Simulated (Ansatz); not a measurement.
# Al4Sb3P: the cost of one run

Code: Ansatz 0.2.0. PAW datasets, plane waves, zero pressure. No spin polarisation. The prototype was imposed, so other structures may be more stable.

### 1 The cell

This is the cell as the run starts from it, not yet at rest; its lengths are not the crystal's.

Space group P-4m2 (No. 115), tetragonal; conventional cell a = 4.045 Å, c = 11.442 Å, 23.41 Å³ an atom. P has 4 Al at 2.48 Å; Al has 2 P at 2.48 Å and 2 Sb at 2.48 Å; Sb has 4 Al at 2.48 Å; Al has 4 Sb at 2.48 Å.

The structure in full:

```
CELL_PARAMETERS angstrom
4.04533 0.00000 0.00000
0.00000 4.04533 0.00000
0.00000 0.00000 11.44193
ATOMIC_POSITIONS crystal
P 0.00000 0.00000 0.00000
Al 0.00000 0.50000 0.87500
Sb 0.50000 0.50000 0.75000
Al 0.50000 0.00000 0.62500
Sb 0.00000 0.00000 0.50000
Al 0.00000 0.50000 0.37500
Sb 0.50000 0.50000 0.25000
Al 0.50000 0.00000 0.12500
```

### 2 PBE: cell and atoms

input.yaml reads:

```yaml
crystal:
  lattice:
    - [4.0453323102, 0.0, 0.0]
    - [0.0, 4.0453323102, 0.0]
    - [0.0, 0.0, 11.4419276348]
  atoms:
    - { symbol: P, position: [0.0, 0.0, 0.0] }
    - { symbol: Al, position: [0.0, 0.5, 0.875] }
    - { symbol: Sb, position: [0.5, 0.5, 0.75] }
    - { symbol: Al, position: [0.5, 0.0, 0.625] }
    - { symbol: Sb, position: [0.0, 0.0, 0.5] }
    - { symbol: Al, position: [0.0, 0.5, 0.375] }
    - { symbol: Sb, position: [0.5, 0.5, 0.25] }
    - { symbol: Al, position: [0.5, 0.0, 0.125] }
kpoints:
  mp_grid: { grid: [6, 6, 2] }
hamiltonian:
  xc: pbe
scf:
  occupations: { method: fermi_dirac, width: 0.02 }
relax:
  f_tol: 0.005
  cell: {}
```

On the command line:

```
> ansatz run input.yaml --threads 4 --pin off --max-ram 6451MiB --backend cpu --events-out ev --progress --plain --runs-dir out
```

What time and memory should one allow on 4 threads of Arm Neoverse V2, shared host?

About 22 s, with a peak of 0.56 GiB.
